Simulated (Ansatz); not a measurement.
**Al2Cl in Ansatz: convergence with k mesh**

Input of the first run (k mesh 2 × 2 × 2); the others differ in this setting and in those tied to it:

input.yaml

```yaml
crystal:
  lattice:
    - [3.78917417, 0.0, 0.0]
    - [0.0, 3.78917417, 0.0]
    - [0.0, 0.0, 4.76684087]
  atoms:
    - { symbol: Al, position: [0.49998, 0.002365, 0.348352] }
    - { symbol: Al, position: [-0.006218, 0.484342, 0.341036] }
    - { symbol: Cl, position: [-0.005041, -0.005734, 0.390452] }
hamiltonian:
  xc: pbe
  pseudopotentials: { kind: paw }
kpoints:
  mp_grid: { grid: [2, 2, 2] }
scf:
  occupations: { method: methfessel_paxton, width: 0.1 }
output:
  forces: true
  stress: true
  eigenvalues: true
```

Potentials or basis: Ansatz PAW.

Run with:

```sh
$ ansatz run input.yaml --threads 2 --pin off --max-ram 5632MiB --backend cpu --events-out ev --progress --plain --runs-dir out
```

The cell isn't the ideal one: atoms moved at random, drawn with an rms of 0.05 Å.

The cell was built by a generator and needn't be a form met in nature.

Hardware: 2 threads of Arm Neoverse V2, with other jobs on the host.

```csv
k mesh,"energy less the tightest run, at zero smearing (meV/atom)",pressure (GPa),largest force (eV/Å),SCF cycles,CPU time (s),peak memory (GiB)
2 × 2 × 2,-146.29,53.93,5.007,9,0.72,0.26
3 × 3 × 2,79.02,51.59,5.730,8,1,0.27
4 × 4 × 3,32.91,48.54,4.950,8,2,0.29
5 × 5 × 4,21.68,50.86,5.050,8,3.7,0.33
6 × 6 × 5,-4.35,51.26,5.045,8,6.5,0.36
8 × 8 × 6,6.92,50.31,5.128,8,14,0.45
10 × 10 × 8,-3.31,50.44,5.126,8,28,0.62
12 × 12 × 9,0.00,50.31,5.119,8,45,0.82
```

Not settled before the last step: the energy (to 1 meV/atom), the pressure (to 0.1 GPa), the largest force (to 0.005 eV/Å). Meshes of other sizes hit other points, so gaps and Fermi surfaces needn't settle smoothly. The tightest run that finished is the yardstick and may itself not be fully converged.

Caveat, for the tightest run too: an odd number of electrons without spin polarisation forces a metal; a magnetic or distorted state may lie lower.
